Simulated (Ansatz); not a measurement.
# NbRu3C (Pm-3m) in Ansatz: settings compared

Aim: see how the results for NbRu3C move with the level of theory and the settings. Levels: LDA, r2SCAN. Tasks: band structure.

Program: Ansatz 0.2.0. These are calculated values, not measurements. Logs are shortened: lines on timing, memory, paths and dates and some standing lists are left out, and cuts for length are marked.

### 1 The crystal as given

It takes space group Pm-3m (No. 221, cubic). The conventional cell has a = 4.065 Å, b = 4.065 Å, c = 4.065 Å, α = 90.00°, β = 90.00°, γ = 90.00°. Ru (site symmetry 4/mmm) has 2 C at 2.03 Å as nearest neighbours. Nb (site symmetry m-3m) is surrounded by 12 Ru at 2.87 Å. Around C (site symmetry m-3m) lie 6 Ru at 2.03 Å.

The cell comes from a database or a generator and needn't be the stable form of this composition.

### 2 Band structure, LDA

input.yaml reads:

```yaml
crystal:
  lattice:
    - [4.065138, 0.0, 0.0]
    - [0.0, 4.065138, 0.0]
    - [0.0, 0.0, 4.065138]
  atoms:
    - { symbol: Ru, position: [0.5, 0.5, 0.0] }
    - { symbol: Ru, position: [0.5, 0.0, 0.5] }
    - { symbol: Ru, position: [0.0, 0.5, 0.5] }
    - { symbol: Nb, position: [0.0, 0.0, 0.0] }
    - { symbol: C, position: [0.5, 0.5, 0.5] }
hamiltonian:
  xc: lda
  pseudopotentials: { kind: paw }
kpoints:
  mp_grid: { grid: [7, 7, 7] }
  band_path:
    path:
      - [[0.0, 0.0, 0.0], [0.0, 0.5, 0.0], [0.5, 0.5, 0.0], [0.0, 0.0, 0.0], [0.5, 0.5, 0.5], [0.0, 0.5, 0.0]]
      - [[0.5, 0.5, 0.0], [0.5, 0.5, 0.5]]
    npoints: 14
scf:
  occupations: { method: fermi_dirac, width: 0.05 }
  n_extra_bands: 12
output:
  forces: true
  stress: true
  eigenvalues: true
  fatbands: true
  write_density: true
  write_potential: true
  elf: true
  volumetric_format: npy
```

Potentials or basis: Ansatz PAW.

Run with:

```console
$ ansatz run input.yaml --threads 2 --pin off --max-ram 5632MiB --backend cpu --events-out ev --progress --plain --runs-dir out
```

Standard output:

```text
Warning: RAYON_NUM_THREADS=2 ignored (pool sized by the plan → 2); use --threads N
scf.n_extra_bands = 12 over 33 filled bands (N_el = 65.0): the run solves 45 bands
Engine: ansatz 0.2.0, aarch64-unknown-linux-gnu
Pseudopotentials: kind: paw
Pseudopotential: Ru, paw, valence charge 16, recommended cutoff 420 eV (normal), Ru.paw.azcp
Pseudopotential: Nb, paw, valence charge 13, recommended cutoff 420 eV (normal), Nb.paw.azcp
Pseudopotential: C, paw, valence charge 4, recommended cutoff 420 eV (normal), C.paw.azcp
Functional definition: SPW92
  exchange = slater_x
  correlation = pw_c
Crystal: 5 atoms, lattice volume = 67.178 Å³
Basis set: ecut = 420 eV, 1357 PW (Γ)
Bands: 45, of which v1, the nominal top of the filled ones, is band 33 counted from 1 (32 counted from 0)
Symmetry: 48 space group operations
Space group: Pm-3m (ITA 221), of the structure as read, at distance tolerance 4.1e-5 Å
k-points: 20 of 343
Non-local potential: Ru, projectors of the file, l = 0: 3, l = 1: 2, l = 2: 2, l = 3: 1
Non-local potential: Nb, projectors of the file, l = 0: 3, l = 1: 2, l = 2: 2, l = 3: 1
Non-local potential: C, projectors of the file, l = 0: 2, l = 1: 2, l = 2: 1
PAW form: soft (Blöchl's): semilocal exchange-correlation on the pseudo side does not see the compensation charge
PAW frozen core: Ru, regenerated for the run's functional, and the local potential with it (the file was generated under x = pbe(κ = 0.804, μ = 0.2195149727645171), c = pbe(β = 0.06672455060314922))
PAW frozen core: Nb, regenerated for the run's functional, and the local potential with it (the file was generated under x = pbe(κ = 0.804, μ = 0.2195149727645171), c = pbe(β = 0.06672455060314922))
PAW frozen core: C, regenerated for the run's functional, and the local potential with it (the file was generated under x = pbe(κ = 0.804, μ = 0.2195149727645171), c = pbe(β = 0.06672455060314922))
PAW one-centre angular grid: Ru, 590 points (default); XC on 64 Gauss nodes
PAW one-centre angular grid: Nb, 590 points (default); XC on 64 Gauss nodes
PAW one-centre angular grid: C, 110 points (default); XC on 64 Gauss nodes
Initial density: superposition of atomic densities (neutral atoms: chi_scale 0, normalization atom), corrected by the library's trained network
Initial wavefunctions: pseudopotential atomic-orbital guess
Functional: x = slater, c = lda
SCF iter   1: F=—  HF=-21960.538041 eV  |F-HF|=—  |Δ(HF+E_count)|=         —  Δρ=1.13e-2  dr2=2.55e-2  ethr=1.77e-3  ⟨swp⟩=5.5  Hψ=3429  notcnv=0  defer=10
preconditioner: auto → Kerker (q_TF=auto, 2.713 Å⁻¹)  [metal: Δε(μ)=0.050 eV  Ē_g=7.867 eV  σ=0.050 eV  W_gap=0.24  n_scr=26 (ndim 8)  ℏωp=26.0 eV  f_vac=0.000  D(μ)=2.67/eV (n_scr^D=26)]
SCF iter   2: F=—  HF=-21960.535074 eV  |F-HF|=—  |Δ(HF+E_count)|=   2.97e-3  Δρ=6.08e-3  dr2=8.61e-3  ethr=3.92e-5  ⟨swp⟩=2.1  Hψ=1204  notcnv=0  defer=23
SCF iter   3: F=—  HF=-21960.533262 eV  |F-HF|=—  |Δ(HF+E_count)|=   1.81e-3  Δρ=4.44e-4  dr2=1.36e-4  ethr=1.32e-5  ⟨swp⟩=1.9  Hψ=958  notcnv=0  defer=23
SCF iter   4: F=—  HF=-21960.533230 eV  |F-HF|=—  |Δ(HF+E_count)|=   3.24e-5  Δρ=1.17e-4  dr2=8.76e-6  ethr=2.10e-7  ⟨swp⟩=2.1  Hψ=1396  notcnv=0  defer=23
SCF iter   5: F=—  HF=-21960.533224 eV  |F-HF|=—  |Δ(HF+E_count)|=   5.71e-6  Δρ=2.07e-5  dr2=1.79e-7  ethr=1.35e-8  ⟨swp⟩=1.6  Hψ=956  notcnv=0  defer=23
SCF iter   6: F=-21960.533224 eV  HF=-21960.533224 eV  |F-HF|=1.16e-8  |Δ(HF+E_count)|=   4.14e-8  Δρ=5.12e-6  dr2=2.15e-8  ethr=1.54e-10  ⟨swp⟩=12.3  Hψ=5365  notcnv=0
SCF 1 converged in 6 iterations: F = -21960.533224 eV  dr2 = 2.15e-8
NSCF: frozen V_eff on 86 k-points
SCF converged after 6 iterations
Free energy (F): -21960.533224 eV
Harris-Foulkes:  -21960.533224 eV  (|F-HF|=1.16e-8)
Internal energy: -21960.510378 eV  (E = F + TS)
E sigma→0 (E₀):  -21960.521801 eV
Entropy (-TS):   -0.022845 eV (-4.569 meV/atom)
Fermi energy:    20.365724 eV
--- Per-component energies (eV) ---
  E_band       = -334.259993
  E_kinetic    = 2022.839890
  E_local      = -5102.263999  (includes V_loc(G=0)·N_el)
  E_nonlocal   = 1197.291358
  E_hartree    = 1663.100804
  E_xc         = -789.242569
  E_vxc        = -986.697861  (∫ρ·V_xc dr)
  E_paw        = -13080.201002  (= ΣΔE_a)
  E_vpaw       = -791.634458  (= ΣTr[D̂ρ^β])
  E_aug_tail   = -0.000671  (compensation charges beyond the density's cutoff)
  E_ewald      = -7874.237771
  E_core_change = 2.203582  (= ΣΔE_core)
  E_smearing   = -0.022845  (= −TS)
  E_closure    = 0.000000  (closes the sum)
  Σ components = -21960.533224   (vs F -21960.533224, Δ=0.00e0)
--- Forces (eV/Å), atoms counted from 1 ---
  atom   1  Ru     0.00000000     0.00000000     0.00000000
  atom   2  Ru    -0.00000000    -0.00000000     0.00000000
  atom   3  Ru     0.00000000    -0.00000000     0.00000000
  atom   4  Nb     0.00000000     0.00000000    -0.00000000
  atom   5  C      0.00000000    -0.00000000     0.00000000
  max |Σ_I F_I| component: 6.73e-29 eV/Å
--- Stress (GPa, compression-positive) ---
      -16.863269       0.000000       0.000000
        0.000000     -16.863269       0.000000
        0.000000       0.000000     -16.863269
  P = ⅓ Tr σ = -16.8633 GPa (-168.633 kbar)
--- Band table (eV; the first three rows and the last of 20) ---
  k-point 0: bands = ["-52.7528", "-52.6715", "-52.6715", "-35.5002", "-23.2325", "-23.2325", "-23.2325", "-22.5690", "-22.5690", "-22.5690", "-22.5673", "-22.5673", "-22.5673", "-11.5526", "-11.5526", "-11.5526", "5.9497", "13.4470", "14.8041", "14.8041", "14.8322", "14.8322", "14.8322", "17.1253", "17.1253", "17.1253", "17.8077", "17.8077", "17.8077", "18.9864", "18.9864", "20.9912", "21.0112", "21.0112", "21.0112", "22.1985", "22.1985", "23.3041", "23.3041", "23.3041", "25.5153", "25.5153", "25.5153", "26.8251", "30.7030"]
  k-point 1: bands = ["-52.7492", "-52.6750", "-52.6714", "-35.5003", "-23.2269", "-23.2269", "-23.2224", "-22.5800", "-22.5742", "-22.5742", "-22.5683", "-22.5678", "-22.5678", "-11.5609", "-11.5544", "-11.5544", "6.1070", "13.6554", "14.8775", "14.8775", "14.9313", "14.9464", "14.9894", "16.0343", "16.9851", "16.9851", "17.6385", "18.0111", "18.0111", "19.0094", "19.3957", "20.7823", "21.0118", "21.0443", "21.0443", "22.0756", "22.1461", "22.4983", "22.4983", "23.2932", "25.1534", "26.3381", "26.3381", "26.9035", "29.4862"]
  k-point 2: bands = ["-52.7396", "-52.6847", "-52.6714", "-35.5005", "-23.2138", "-23.2138", "-23.1985", "-22.6061", "-22.5879", "-22.5879", "-22.5706", "-22.5671", "-22.5671", "-11.5796", "-11.5584", "-11.5584", "6.5076", "14.0307", "14.6244", "14.9767", "14.9767", "15.2064", "15.3272", "15.4853", "16.8045", "16.8045", "17.2108", "18.4024", "18.4024", "19.0389", "19.1521", "20.2016", "21.0131", "21.1399", "21.1399", "21.2548", "21.2548", "21.6719", "21.8382", "23.2716", "25.2200", "26.8857", "27.6026", "27.6026", "28.6056"]
  k-point 19: bands = ["-52.7011", "-52.6971", "-52.6971", "-35.4985", "-23.5345", "-22.9876", "-22.9876", "-22.7610", "-22.7600", "-22.7600", "-22.4492", "-22.4492", "-22.4469", "-11.5708", "-11.5675", "-11.5675", "9.1431", "11.9791", "11.9791", "12.1725", "15.1812", "16.1877", "16.2480", "16.2480", "17.4147", "17.4147", "17.5948", "18.3309", "18.3309", "19.5717", "19.5717", "20.0480", "20.7920", "21.2970", "21.3430", "21.3430", "21.4938", "21.4938", "22.9028", "22.9028", "25.6103", "25.6103", "26.0044", "29.0192", "29.2455"]
```

bands.tsv:

```text
# k_distance	band_0	band_1	band_2	band_3	band_4	band_5	band_6	band_7	band_8	band_9	band_10	band_11	band_12	band_13	band_14	band_15	band_16	band_17	band_18	band_19	band_20	band_21	band_22	band_23	band_24	band_25	band_26	band_27	band_28	band_29	band_30	band_31	band_32	band_33	band_34	band_35	band_36	band_37	band_38	band_39	band_40	band_41	band_42	band_43	band_44
[... 101 lines left out ...]
5.842838	-73.064110	-73.064110	-73.064110	-55.863992	-43.918660	-43.343386	-43.343386	-43.134892	-43.134892	-43.134892	-42.806331	-42.806331	-42.806331	-31.932757	-31.932757	-31.932757	-10.873901	-8.540934	-8.540934	-8.540934	-5.286802	-4.209399	-4.209399	-4.209399	-2.899374	-2.899374	-2.899374	-2.056194	-2.056194	0.230695	0.230695	0.230695	0.416240	0.416240	0.416240	1.161424	1.161424	1.161424	2.246727	2.246727	5.309962	5.309962	5.309962	8.414941	8.655576
```

rho_z.tsv:

```text
# z_ang	rho[e/angstrom^3]
# format = ansatz-planar-average/11
# lattice	4.065138000	0.000000000	0.000000000
# lattice	0.000000000	4.065138000	0.000000000
# lattice	0.000000000	0.000000000	4.065138000
# sites	5
# site	44	2.032569000	2.032569000	0.000000000
# site	44	2.032569000	0.000000000	2.032569000
# site	44	0.000000000	2.032569000	2.032569000
# site	41	0.000000000	0.000000000	0.000000000
# site	6	2.032569000	2.032569000	2.032569000
0.000000	1.461165e0
0.135505	1.408965e0
0.271009	1.254497e0
0.406514	1.017957e0
0.542018	7.547089e-1
0.677523	5.343298e-1
[... 22 lines left out ...]
3.794129	1.254497e0
3.929633	1.408965e0
```

Wall time 7 s (2 threads of Arm Neoverse V2, shared host); peak memory 0.41 GiB.

Results:

```yaml
Free_energy: -21960.5332 eV
Pressure: -16.9 GPa
Band_gap_on_the_k_mesh: none (metal or under the smearing width)
```

Levels at the corners of the path, in eV from the Fermi level:
```
point  band 28  band 29  band 30  band 31  band 32  band 33  band 34  band 35  band 36  band 37
    Γ    -2.56    -2.56    -1.38    -1.38     0.63     0.65     0.65     0.65     1.83     1.83
    X    -1.96    -1.48    -1.40    -1.40    -0.75    -0.29    -0.29     0.54     0.65     0.89
    M    -2.81    -2.81    -2.36    -1.61    -1.27    -0.91     0.37     0.37     0.45     1.66
    Γ    -2.56    -2.56    -1.38    -1.38     0.63     0.65     0.65     0.65     1.83     1.83
    R    -2.06    -2.06     0.23     0.23     0.23     0.42     0.42     0.42     1.16     1.16
    X    -1.96    -1.48    -1.40    -1.40    -0.75    -0.29    -0.29     0.54     0.65     0.89
    M    -2.81    -2.81    -2.36    -1.61    -1.27    -0.91     0.37     0.37     0.45     1.66
    R    -2.06    -2.06     0.23     0.23     0.23     0.42     0.42     0.42     1.16     1.16
```

Caveat: the PAW data sets come from PBE, with cores solved anew for the run's functional, which leaves a small shift of forces and pressure.

### 3 Band structure, r2SCAN

Changes to input.yaml since step 2:

```diff
@@ -12,3 +12,3 @@
 hamiltonian:
-  xc: lda
+  xc: r2scan
   pseudopotentials: { kind: paw }
@@ -28,6 +28,2 @@
   eigenvalues: true
-  fatbands: true
-  write_density: true
-  write_potential: true
-  elf: true
-  volumetric_format: npy
+  fatbands: false
```

Potentials or basis: Ansatz PAW.

Run with:

```console
$ ansatz run input.yaml --threads 2 --pin off --max-ram 5632MiB --backend cpu --events-out ev --progress --plain --runs-dir out
```

Wall time 8.9 s (2 threads of Arm Neoverse V2, shared host); peak memory 0.5 GiB.

The run converged. Its results:

```yaml
Free_energy: -22487.6442 eV
Pressure: -7.5 GPa
Band_gap_on_the_k_mesh: none (metal or under the smearing width)
```

Levels at the corners of the path, in eV from the Fermi level:
| point | band 30 | band 31 | band 32 | band 33 | band 34 | band 35 |
| --- | --- | --- | --- | --- | --- | --- |
| Γ | -1.46 | -1.46 | 0.61 | 0.68 | 0.68 | 0.68 |
| X | -1.51 | -1.51 | -0.80 | -0.30 | -0.30 | 0.65 |
| M | -2.48 | -1.71 | -1.29 | -1.06 | 0.39 | 0.39 |
| Γ | -1.46 | -1.46 | 0.61 | 0.68 | 0.68 | 0.68 |
| R | 0.11 | 0.11 | 0.11 | 0.42 | 0.42 | 0.42 |
| X | -1.51 | -1.51 | -0.80 | -0.30 | -0.30 | 0.65 |
| M | -2.48 | -1.71 | -1.29 | -1.06 | 0.39 | 0.39 |
| R | 0.11 | 0.11 | 0.11 | 0.42 | 0.42 | 0.42 |

Caveat: the PAW data sets come from PBE, with cores solved anew for the run's functional, which leaves a small shift of forces and pressure.
